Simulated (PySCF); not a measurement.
# WCl3: structure of the quartet

Aim: relax WCl3 as a quartet from a trigonal pyramidal start, check by its vibrations whether the end is a minimum, and collect its spectrum and constants.

The runs use PySCF 2.14.0; PBE0, basis W def2-SVP with ECP60, Cl def2-SVP, scalar-relativistic core potentials, no spin–orbit coupling, density fitting.

**1. Where the work starts**

4 atoms, charge 0, spin multiplicity 4.

Bond lengths: W1–Cl2 2.360 Å, W1–Cl3 2.360 Å, W1–Cl4 2.360 Å. Angles: Cl2–W1–Cl3 99.8°, Cl2–W1–Cl4 99.8°, Cl3–W1–Cl4 99.8°.

```xyz
4
charge 0 multiplicity 4
W     0.0000    0.0000   -0.4024
Cl    2.0838    0.0000    0.7056
Cl   -1.0419    1.8046    0.7056
Cl   -1.0419   -1.8046    0.7056
```

**2. Relaxation: trigonal pyramidal start, quartet**

The steps below are one call of a driver around PySCF. For each, scf.py gives the equivalent set-up of the SCF; relaxations use the driver's own optimiser. Before each start the driver seeks the lowest SCF state from one or more starting densities and follows internal instabilities, so scf.py alone need not reach the same state.

The program finds C3v symmetry in the start, which this walk keeps. Threshold on the gradient: 0.0003 Eh/bohr, with a further test on the energy change.

Contents of scf.py:

```python
from pyscf import gto, scf, dft
mol = gto.M(atom='''
W      0.000000    -0.000000    -0.402401
Cl     2.083786     0.000012     0.705599
Cl    -1.041903     1.804606     0.705599
Cl    -1.041883    -1.804618     0.705599''',
    basis={'W': 'def2-SVP', 'Cl': 'def2-SVP'},
    ecp={'W': 'def2-SVP'},
    charge=0, spin=3)
mf = dft.UKS(mol, xc='PBE0')
mf.grids.atom_grid = (50, 194)
aux = {'W': 'def2-universal-JKFIT', 'Cl': 'def2-universal-JKFIT'}
mf = mf.density_fit(auxbasis=aux)
mf.kernel()
```

Further steps of the session: Hessian and properties.

What does the calculation give? Wanted: minimum; geometry; wavenumbers; dipole moment; highest occupied, lowest empty level; polar-tensor charge of W1; zero-point energy; atomisation energy; ⟨S²⟩.

As calculated:

```
                                          quantity                                    value
                                           minimum                             quartet, D3h
                                          geometry   W–Cl 2.269 Å (×3); Cl–W–Cl 120.0° (×3)
                                wavenumbers (cm⁻¹)  81 (a2''), 96 (e'), 395 (a1'), 417 (e')
                                     dipole moment                                   0.00 D
highest occupied, lowest empty level (either spin)                          -6.78, -2.94 eV
                         polar-tensor charge of W1                                  +1.40 e
                                 zero-point energy                               9.0 kJ/mol
                               entropy at 298.15 K                          354.8 J/(mol K)
         atomisation energy (no zero-point energy)                              1290 kJ/mol
                                              ⟨S²⟩                                    3.765
```

The trigonal pyramidal start (C3v) ends in a minimum of D3h symmetry. In the infrared the band at 417 cm⁻¹ (e', stretch) leads. W1 has a polar-tensor charge of +1.4 e (a dipole derivative, not a static charge), yet symmetry cancels the bond dipoles. Most of the spin sits on W1 (Mulliken spin 2.97, against 3 for the whole molecule). Other starts or spin states, not run here, may lie lower. Take wavenumbers under 90 cm⁻¹ as rough. Open d and f shells are described by one determinant, and the ground state may have another occupation or spin. Spin–orbit coupling, left out here, can matter for elements this heavy.
